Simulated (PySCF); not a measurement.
# HfHF: triplet, from a bent start

Where does triplet HfHF go from a bent start, is the end point a minimum, and what are its modes, charges and moments?

Method: PBE0, basis Hf def2-TZVP with ECP60, H def2-TZVP, F def2-TZVP, scalar-relativistic core potentials, no spin–orbit coupling, density fitting; program: PySCF 2.14.0.

## (1) The system as given

3 atoms, charge 0, spin multiplicity 3.

Bond lengths: Hf1–H2 1.840 Å, Hf1–F3 2.160 Å. Angles: H2–Hf1–F3 110.0°.

Z-matrix (Å, degrees; charge 0 multiplicity 3):
```
Hf
H  1 1.8400
F  1 2.1600 2 110.00
```

## (2) Finding the electronic state

The steps below are one call of a driver around PySCF. For each, scf.py gives the equivalent set-up of the SCF; relaxations use the driver's own optimiser. After this first run the driver tries any further starts and a stability analysis.

File scf.py:

```python
from pyscf import gto, scf, dft
mol = gto.M(atom='''
Hf     0.000000     0.000000     0.000000
H     -1.507200     0.000000     1.055400
F      1.769400     0.000000     1.238900''',
    basis={'Hf': 'def2-TZVP', 'H': 'def2-TZVP', 'F': 'def2-TZVP'},
    ecp={'Hf': 'def2-TZVP'},
    charge=0, spin=2)
mf = dft.UKS(mol, xc='PBE0')
mf.grids.atom_grid = (50, 194)
aux = {'Hf': 'def2-universal-JKFIT', 'H': 'def2-universal-JKFIT', 'F': 'def2-universal-JKFIT'}
mf = mf.density_fit(auxbasis=aux)
mf.conv_tol = 1e-08
mf.diis_space = 10
mf.max_cycle = 60
mf.init_guess = 'minao'
mf.verbose = 4
mf.kernel()
```

Run with:

```
$ OMP_NUM_THREADS=2 python axn.py task.json out
```

The program printed:

```text
init E= -130.324646419177
[... the frontier-level lines of each cycle are left out ...]
cycle= 1 E= -148.23434103034  delta_E= -17.9  |g|= 0.489  |ddm|= 3.45
cycle= 2 E= -147.878231830959  delta_E= 0.356  |g|= 1.15  |ddm|= 0.931
cycle= 3 E= -148.322684410761  delta_E= -0.444  |g|= 0.138  |ddm|= 0.54
cycle= 4 E= -148.333268968758  delta_E= -0.0106  |g|= 0.0399  |ddm|= 0.217
cycle= 5 E= -148.335071112706  delta_E= -0.0018  |g|= 0.0124  |ddm|= 0.0759
cycle= 6 E= -148.335915978828  delta_E= -0.000845  |g|= 0.00852  |ddm|= 0.0476
cycle= 7 E= -148.336936666948  delta_E= -0.00102  |g|= 0.00631  |ddm|= 0.0742
cycle= 8 E= -148.337619369216  delta_E= -0.000683  |g|= 0.00346  |ddm|= 0.0771
cycle= 9 E= -148.337848068604  delta_E= -0.000229  |g|= 0.00166  |ddm|= 0.0499
cycle= 10 E= -148.337906647104  delta_E= -5.86e-05  |g|= 0.000804  |ddm|= 0.0338
cycle= 11 E= -148.337910415496  delta_E= -3.77e-06  |g|= 0.000465  |ddm|= 0.00601
cycle= 12 E= -148.337911366514  delta_E= -9.51e-07  |g|= 0.000147  |ddm|= 0.00409
cycle= 13 E= -148.337911498625  delta_E= -1.32e-07  |g|= 5.77e-05  |ddm|= 0.00135
cycle= 14 E= -148.337911510652  delta_E= -1.2e-08  |g|= 3.89e-05  |ddm|= 0.000486
cycle= 15 E= -148.337911513304  delta_E= -2.65e-09  |g|= 1e-05  |ddm|= 0.000144
Extra cycle  E= -148.33791151335  delta_E= -4.64e-11  |g|= 1.74e-05  |ddm|= 2.5e-05
converged SCF energy = -148.33791151335  <S^2> = 2.0030944  2S+1 = 3.0020622
```

This step, with its further starts and checks, ran for 14 s (2 threads of Arm Neoverse V1, shared host).

Energies from each starting density:

| start | energy (Eh) |
| --- | --- |
| the minimal-basis guess | -148.337912 |
| a thermally smeared density | -148.337912 |
| a smeared PBE density | -148.337912 |

No lower solution of this spin turned up from the other starts or in the test of internal stability.

## (3) Bent start, triplet: relaxation

The program finds Cs symmetry in the start, which this walk keeps.

scf.py: that of step 2 with these lines changed.

```diff
@@ -3,3 +3,3 @@
-Hf     0.000000     0.000000     0.000000
-H     -1.507200     0.000000     1.055400
-F      1.769400     0.000000     1.238900''',
+Hf    -0.160522     0.000000    -0.123033
+H     -1.667722     0.000000     0.932367
+F      1.608878     0.000000     1.115867''',
@@ -16 +15,0 @@
-mf.init_guess = 'minao'
```

Steps of the walk:

| step | energy (Eh) | change (kJ/mol) | largest symmetric gradient (Eh/bohr) |
| --- | --- | --- | --- |
| 0 | -148.337912 | 0.00 | 0.05925 |
| 1 | -148.358487 | -54.02 | 0.03280 |
| 2 | -148.361763 | -62.62 | 0.01399 |
| 3 | -148.362310 | -64.06 | 0.00448 |
| 4 | -148.362382 | -64.25 | 0.00077 |
| 5 | -148.362407 | -64.31 | 0.00073 |
| 6 | -148.362413 | -64.33 | 0.00038 |
| 7 | -148.362414 | -64.33 | 0.00014 |

The walk took 23 s.

It settles in Cs symmetry, 64.3 kJ/mol below the start, after 7 steps: Hf–F 1.892 Å, Hf–H 1.869 Å; F–Hf–H 120.6°.

## (4) Frequencies

The point is checked on the finer grid, and tightened if its gradient asks for it. The Hessian and the dipole derivatives come from central differences of analytic gradients, with steps of 0.02 bohr.

scf.py: that of step 3 with these lines changed.

```diff
@@ -3,3 +3,3 @@
-Hf    -0.160522     0.000000    -0.123033
-H     -1.667722     0.000000     0.932367
-F      1.608878     0.000000     1.115867''',
+Hf    -0.144723     0.000000    -0.100863
+H     -1.795172     0.000000     0.773950
+F      1.463526     0.000000     0.893629''',
@@ -10 +10 @@
-mf.grids.atom_grid = (50, 194)
+mf.grids.atom_grid = (75, 302)
@@ -13 +13 @@
-mf.conv_tol = 1e-08
+mf.conv_tol = 1e-10
```

The driver hands on the density of the step before, so the log starts near convergence.

Log of the central SCF (cycles and frontier levels):

```text
init E= -148.362600657551
[... the frontier-level lines of each cycle are left out ...]
cycle= 1 E= -148.362600657554  delta_E= -3.58e-12  |g|= 7.75e-07  |ddm|= 4.51e-06
Extra cycle  E= -148.362600657556  delta_E= -1.34e-12  |g|= 9.75e-07  |ddm|= 2.68e-06
converged SCF energy = -148.362600657556  <S^2> = 2.0027677  2S+1 = 3.0018446
```

The whole step took 100 s.

Geometry: Cs; Hf–F 1.891 Å, Hf–H 1.868 Å; F–Hf–H 120.3°.

Modes, for the most abundant isotopes:

```tsv
symmetry	ω (cm⁻¹)	IR (km/mol)	μ (u)	type
a'	365	43.6	1.10	bend
a'	644	106	14.04	mixed
a'	1655	267	1.01	stretch
```

All wavenumbers are real: a minimum.

Properties at this point:

| Property | Result |
| --- | --- |
| Dipole moment | 2.13 D |
| Highest occupied level | -4.83 eV |
| Lowest empty level | -2.13 eV |
| Rotational constants | 6.608, 0.2686, 0.2581 cm⁻¹ |
| Zero-point energy | 15.9 kJ/mol |
| Principal polarisabilities | 49.2, 70.6, 80.3 bohr³ |
| Atomisation energy without zero-point energy | 900 kJ/mol |
| Principal traceless quadrupole moments about the centre of mass | -5.16, 1.50, 3.66 D Å |
| Entropy at 298.15 K and 1 bar (electronic part: spin only) | 277.3 J/(mol K) |
| Heat capacity Cp at 298.15 K | 43.8 J/(mol K) |
| Enthalpy at 298.15 K above 0 K | 11.19 kJ/mol |
| Rotational symmetry number | 1 |
| Spin squared ⟨S²⟩ | 2.003 |

Charges (e) and bond orders:

| atom | Mulliken | Löwdin | polar tensor | spin (Mulliken) | Mayer order to Hf1 |
| --- | --- | --- | --- | --- | --- |
| Hf1 | 0.61 | 0.42 | 0.88 | 2.02 | – |
| H2 | -0.19 | -0.19 | -0.32 | 0.00 | 0.96 |
| F3 | -0.42 | -0.23 | -0.56 | -0.02 | 1.01 |

Outer orbital energies (eV). α occupied: -36.62, -31.22, -12.39, -11.87, -11.85, -8.38, -5.47, -4.83; empty: -1.89, -1.51, -1.17, -0.28. β occupied: -37.07, -35.58, -35.55, -31.18, -12.39, -11.86, -11.85, -8.07; empty: -2.13, -0.94, -0.80, -0.54.

Mulliken populations on Hf1 (outside its core potential): s 2.97, p 6.31, d 2.06, f 0.06.

## (5) Outcome

| quantity | value |
| --- | --- |
| minimum | triplet, Cs |
| geometry | Hf–F 1.891 Å, Hf–H 1.868 Å; F–Hf–H 120.3° |
| wavenumbers (cm⁻¹) | 365 (a'), 644 (a'), 1655 (a') |
| dipole moment | 2.13 D |
| highest occupied, lowest empty level (either spin) | -4.83, -2.13 eV |
| polar-tensor charge of Hf1 | +0.88 e |
| zero-point energy | 15.9 kJ/mol |
| entropy at 298.15 K | 277.3 J/(mol K) |
| atomisation energy (no zero-point energy) | 900 kJ/mol |
| ⟨S²⟩ | 2.003 |

**Reading.** The bent start keeps its Cs symmetry and ends in a minimum. The strongest infrared band lies at 1655 cm⁻¹ (a', stretch). Most of the spin sits on Hf1 (Mulliken spin 2.02, against 2 for the whole molecule). Other starts or spin states, not run here, may lie lower. One determinant may miss the lowest occupation of an open d or f shell. Spin–orbit coupling, left out here, can matter for elements this heavy.

The search up to here took 2.3 min.
